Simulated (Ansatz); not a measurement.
# C2H6AlB: single point in a Gaussian basis

Wanted for C2H6AlB: a single point in a Gaussian basis. SMILES: B[C](=C)[AlH2].

Program: Ansatz 0.2.0 through its Python package. Level of theory: PBE/def2-SVP. These are calculated values, not measurements.

### 1 The system

Bond lengths: B1–C2 1.506 Å, C2–C3 1.324 Å, C2–Al4 2.012 Å, B1–H5 1.207 Å, B1–H6 1.248 Å, C3–H7 1.052 Å, C3–H8 1.148 Å, Al4–H9 1.553 Å, Al4–H10 1.638 Å. Angles: B1–C2–C3 118.8°, B1–C2–Al4 121.0°, C3–C2–Al4 120.2°, C2–B1–H5 124.2°, C2–B1–H6 121.1°, H5–B1–H6 114.6°, C2–C3–H7 125.1°, C2–C3–H8 118.9°, H7–C3–H8 116.0°, C2–Al4–H9 122.9°, C2–Al4–H10 117.1°, H9–Al4–H10 119.7°.

No structure file is read: the coordinates are typed or built in the script.

### 2 The script

energy_c2h6alb.py reads:

```python
"""Electronic structure of the C2H6AlB molecule."""

import logging
import sys

import ansatz as az
from ase import Atoms
import numpy as np

logging.basicConfig(stream=sys.stdout, format="%(name)s: %(message)s")
logger = logging.getLogger("calc")
logger.setLevel(logging.INFO)


def main() -> None:
    atoms = Atoms(["B", "C", "C", "Al", "H", "H", "H", "H", "H", "H"], positions=[
        [-1.3583, 0.2499, -0.7448],
        [-0.0286, -0.1603, -0.1691],
        [0.612, -1.1855, -0.7102],
        [0.7854, 0.841, 1.3746],
        [-1.8773, -0.278, -1.6983],
        [-1.9895, 1.2222, -0.2826],
        [0.2778, -1.7358, -1.5421],
        [1.6396, -1.4796, -0.2924],
        [2.1195, 0.4155, 2.0461],
        [-0.0976, 2.0594, 2.0218],
    ])
    c2h6alb = az.Crystal.molecule_from_ase(atoms)

    setup = (
        c2h6alb.calculation()
        .basis(gaussian="def2-SVP")
        .functional("pbe")
        .forces()
    )
    rep = setup.session().plan(threads=1).execute().report

    logger.info(f"E = {rep['free_energy_ev']:.6f} eV = {rep['free_energy_ev'] / 27.211386246:.7f} Ha")
    print("converged:", rep["converged"], " doubts:", rep["published_state_doubts"] or "none")

    field = rep["mean_field"]
    print("<S^2> =", round(abs(field["state"]["spin_squared"]), 4), " all-electron relativity setting:", field["relativity"])
    print("passes:", field["passes"])
    if "symmetry" in field:
        print("occupied orbitals by irrep:", field["symmetry"]["occupied"])

    symbols = [site.symbol for site in c2h6alb.cartesian_sites]
    logger.info("forces (eV/A)")
    for symbol, f in zip(symbols, rep["forces_ev_ang"]):
        logger.info(f"  {symbol:2s} {f[0]:9.4f} {f[1]:9.4f} {f[2]:9.4f}")

    charges = rep["charge_distribution"]
    dipole = np.array(charges["dipole_moment_e_ang"]) * 4.803205
    logger.info("dipole (D): {:.3f} {:.3f} {:.3f}, length {:.3f}".format(*dipole, np.linalg.norm(dipole)))
    logger.info("atom  Mulliken   Lowdin")
    for symbol, m, l in zip(symbols, charges["mulliken_charges_e"], charges["lowdin_charges_e"]):
        logger.info(f"{symbol:4s} {m:9.3f} {l:8.3f}")


if __name__ == "__main__":
    main()
```

### 3 The input behind the calls

The package turns the script's settings into the engine's input:

```yaml
crystal:
  periodic: [false, false, false]
  atoms:
    - { symbol: B, position_ang: [-1.3583, 0.2499, -0.7448] }
    - { symbol: C, position_ang: [-0.0286, -0.1603, -0.1691] }
    - { symbol: C, position_ang: [0.612, -1.1855, -0.7102] }
    - { symbol: Al, position_ang: [0.7854, 0.841, 1.3746] }
    - { symbol: H, position_ang: [-1.8773, -0.278, -1.6983] }
    - { symbol: H, position_ang: [-1.9895, 1.2222, -0.2826] }
    - { symbol: H, position_ang: [0.2778, -1.7358, -1.5421] }
    - { symbol: H, position_ang: [1.6396, -1.4796, -0.2924] }
    - { symbol: H, position_ang: [2.1195, 0.4155, 2.0461] }
    - { symbol: H, position_ang: [-0.0976, 2.0594, 2.0218] }
basis:
  gaussian:
    orbitals: def2-SVP
hamiltonian:
  xc: pbe
output:
  forces: true
```

### 4 The run

Launch:

```console
$ python energy_c2h6alb.py
```

Q: Predict the main results. Wanted: total energy; largest force; dipole moment.

The runs gave:

| quantity | value |
| --- | --- |
| total energy | -9430.4486 eV |
| largest force | 3.612 eV/Å |
| dipole moment | 1.80 D |

In words: Forces reach 3.61 eV/Å, so the atoms aren't at rest. Notes:
- The geometry is a force-field or estimated start, not a minimum of this method, and the basis set is short of its limit.
- The Löwdin charges here are taken after orthogonalising the functions within each atom; they differ from plain Löwdin charges, and their signs can be unphysical.
